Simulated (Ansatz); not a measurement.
# Al3InSb4: the cost of one run

Program: Ansatz 0.2.0. Level of theory: DFT PBEsol, scalar-relativistic, plane waves, PAW. These are calculated values, not measurements.

## 1. The starting structure

Symmetry: P3m1, No. 156, trigonal system. Conventional cell: a = 3.264 Å, b = 3.264 Å, c = 10.713 Å, α = 90.00°, β = 90.00°, γ = 120.00°. In (site symmetry 3m) has 4 N at 2.08 to 2.17 Å in its first shell of neighbours. Ga (site symmetry 3m) is surrounded by 4 N at 1.92 to 1.98 Å. Ga (site symmetry 3m) has 4 N at 1.95 to 1.98 Å in its first shell of neighbours. N (site symmetry 3m) has 1 Ga at 1.92 Å and 3 In at 2.08 Å in its first shell of neighbours. Around N (site symmetry 3m) lie 4 Ga at 1.95 to 1.98 Å. N (site symmetry 3m) has 3 Ga at 1.98 Å and 1 In at 2.17 Å in its first shell of neighbours.

As a file:

```xyz
8
Lattice="3.2640 0.0000 0.0000 -1.6320 2.8267 0.0000 0.0000 0.0000 10.7134" Properties=species:S:1:pos:R:3 pbc="T T T"
In    0.0000    0.0000   10.6905
Ga    1.6320    0.9422    2.7787
Ga    1.6320    0.9422    7.9067
Ga    0.0000    0.0000    5.3412
N     1.6320    0.9422    0.8553
N     1.6320    0.9422    5.9577
N     0.0000    0.0000    3.3930
N     0.0000    0.0000    8.5211
```

It goes back to an entry of the Materials Project, which need not be the stable form.

This cell was relaxed beforehand with the same method: volume 12.36 Å³/atom, gap on the mesh 0.68 eV.

## 2. Swap Ga → Al, N → Sb

The start of Al3InSb4: fractional positions of relaxed InGa3N4, cell scaled by 1.212, a guess from tabulated radii.

## 3. Probe: one point at the start (Al3InSb4)

The input, input.yaml:

```yaml
crystal:
  lattice:
    - [3.9546773673, 0.0, 0.0]
    - [-1.9773386837, 3.4248510639, 0.0]
    - [0.0, 0.0, 12.9805127212]
  atoms:
    - { symbol: In, position: [0.0, 0.0, 0.9978595314] }
    - { symbol: Al, position: [0.6666666667, 0.3333333333, 0.2593647527] }
    - { symbol: Al, position: [0.6666666667, 0.3333333333, 0.7380161631] }
    - { symbol: Al, position: [0.0, 0.0, 0.4985515034] }
    - { symbol: Sb, position: [0.6666666667, 0.3333333333, 0.0798371275] }
    - { symbol: Sb, position: [0.6666666667, 0.3333333333, 0.5561001565] }
    - { symbol: Sb, position: [0.0, 0.0, 0.3167078635] }
    - { symbol: Sb, position: [0.0, 0.0, 0.7953639019] }
basis:
  ecutwfc: 420
kpoints:
  mp_grid: { grid: [6, 6, 2] }
hamiltonian:
  xc: pbesol
scf:
  occupations: { method: gaussian, width: 0.1 }
output:
  forces: true
  stress: true
  eigenvalues: true
```

On the command line:

```
> ansatz run input.yaml --threads 2 --pin off --max-ram 5120MiB --backend cpu --events-out ev --progress --plain --runs-dir out
```

Q: Estimate wall time and peak memory on 2 threads of Arm Neoverse V1, shared host.

About 6.7 s, with a peak of 0.44 GiB.
